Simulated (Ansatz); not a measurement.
# CH₈InNSi₂: one species, many methods

Aim: compute CH₈InNSi₂ with functionals from several rungs and with coupled cluster, and see how far each lands from CCSD(T) at the basis-set limit for the atomisation energy.

The runs use Ansatz 0.2.0, Gaussian basis; functionals in def2-TZVPP, the program's frozen cores in correlated methods.

Plan: PBE-D4, r2SCAN-D4, PBE0-D4, B3LYP-D4, ωB97X-V, ωB97M-V, B2PLYP; CCSD(T)/def2-TZVPP; MP2/def2-QZVPP; extrapolation to the limit.

### Step 1. The relaxed structure

An earlier PBE0-D4 in a triple-zeta def2 set relaxation fixed the geometry. In takes the def2 core potential; no spin-orbit term is included.

SMILES `[CH2]1[SiH2][SiH2][NH][InH]1`, 13 atoms, charge 0, spin multiplicity 1.

Atoms are counted from 1 here; the program's logs count them from 0.

Bond lengths: C1–Si2 1.880 Å, C1–In5 2.155 Å, C1–H6 1.091 Å, C1–H7 1.095 Å, Si2–Si3 2.356 Å, Si2–H8 1.492 Å, Si2–H9 1.493 Å, Si3–N4 1.724 Å, Si3–H10 1.495 Å, Si3–H11 1.497 Å, N4–In5 2.047 Å, N4–H12 1.009 Å, In5–H13 1.706 Å. Angles: Si2–C1–In5 106.6°, Si2–C1–H6 113.4°, Si2–C1–H7 110.5°, In5–C1–H6 112.5°, In5–C1–H7 105.9°, H6–C1–H7 107.8°, C1–Si2–Si3 105.0°, C1–Si2–H8 112.8°, C1–Si2–H9 108.4°, Si3–Si2–H8 114.4°, Si3–Si2–H9 108.7°, H8–Si2–H9 107.3°, Si2–Si3–N4 100.7°, Si2–Si3–H10 111.9°, Si2–Si3–H11 112.4°, N4–Si3–H10 112.9°, N4–Si3–H11 113.7°, H10–Si3–H11 105.5° and more.

### Step 2. PBE-D4 (GGA)

Input file in.yaml:

```yaml
crystal:
  periodic: [false, false, false]
  atoms:
    - {symbol: C, position_ang: [-1.504765, 0.659932, 0.490370]}
    - {symbol: Si, position_ang: [-0.373412, -0.567796, 1.353866]}
    - {symbol: Si, position_ang: [1.214590, -1.183019, -0.273850]}
    - {symbol: N, position_ang: [1.149796, 0.186285, -1.319109]}
    - {symbol: In, position_ang: [-0.341627, 1.568321, -1.079346]}
    - {symbol: H, position_ang: [-1.941248, 1.396664, 1.165831]}
    - {symbol: H, position_ang: [-2.326500, 0.137168, -0.009702]}
    - {symbol: H, position_ang: [-1.115000, -1.713794, 1.955834]}
    - {symbol: H, position_ang: [0.330289, 0.139779, 2.464580]}
    - {symbol: H, position_ang: [2.568795, -1.395040, 0.322159]}
    - {symbol: H, position_ang: [0.867517, -2.472765, -0.950423]}
    - {symbol: H, position_ang: [1.839216, 0.288218, -2.049418]}
    - {symbol: H, position_ang: [-0.367652, 2.956046, -2.070782]}
basis:
  gaussian: {orbitals: def2-TZVPP}
hamiltonian: {xc: pbe, dispersion: d4}
output: {forces: true, orbitals: {seedname: orbitals}}
```

Command:

```console
$ ansatz run in.yaml --threads 2 --pin off --events-out ev --progress --plain --max-ram 32768MiB --backend cuda --devices 0, --max-vram 18GiB
```

Further steps of the session: r2SCAN-D4 (meta-GGA); PBE0-D4 (hybrid); B3LYP-D4 (hybrid); ωB97X-V (range-separated); ωB97M-V (range-separated); B2PLYP (double hybrid); CCSD(T) in def2-TZVPP; MP2 in def2-QZVPP.

**Question.** What will the summary of the whole plan be? Wanted: atomisation energy, CCSD(T)/CBS; farthest; mean size of error, hybrid; mean size of error, range-separated; gap, smallest and largest; T1 diagnostic; triples share of the correlation energy.

**Answer**, as computed:

| quantity | value |
| --- | --- |
| atomisation energy, CCSD(T)/CBS | 4125.7 kJ/mol |
| functionals within 41.3 kJ/mol (1.0 %) | PBE-D4, r2SCAN-D4, B3LYP-D4, ωB97X-V, ωB97M-V |
| farthest | B2PLYP (-91.0 kJ/mol) |
| mean size of error, hybrid | 40.7 kJ/mol |
| mean size of error, range-separated | 15.5 kJ/mol |
| gap, smallest and largest | 3.87 eV (PBE-D4), 9.81 eV (ωB97X-V) |
| T1 diagnostic | 0.0148 |
| triples share of the correlation energy | 3.8 % |

What this shows: PBE-D4 is off by -8.8 kJ/mol. Double hybrids carry the basis error of their MP2 part in triple zeta, and no dispersion term here, so their miss is partly the set-up's. The reference freezes the cores and leaves out spin-orbit coupling and excitations past (T), and its outer-core shells are covered unevenly, so misses under about 41.3 kJ/mol can't be ranked. All levels share the lack of spin-orbit coupling, which lowers the free heavy atoms and so the true binding. Hartree-Fock recovers 72 % of the binding; the rest is correlation. Orbital gaps span 3.9 to 9.8 eV; exact exchange widens them. Correlated methods include outer-core shells of In, which these sets cover unevenly.
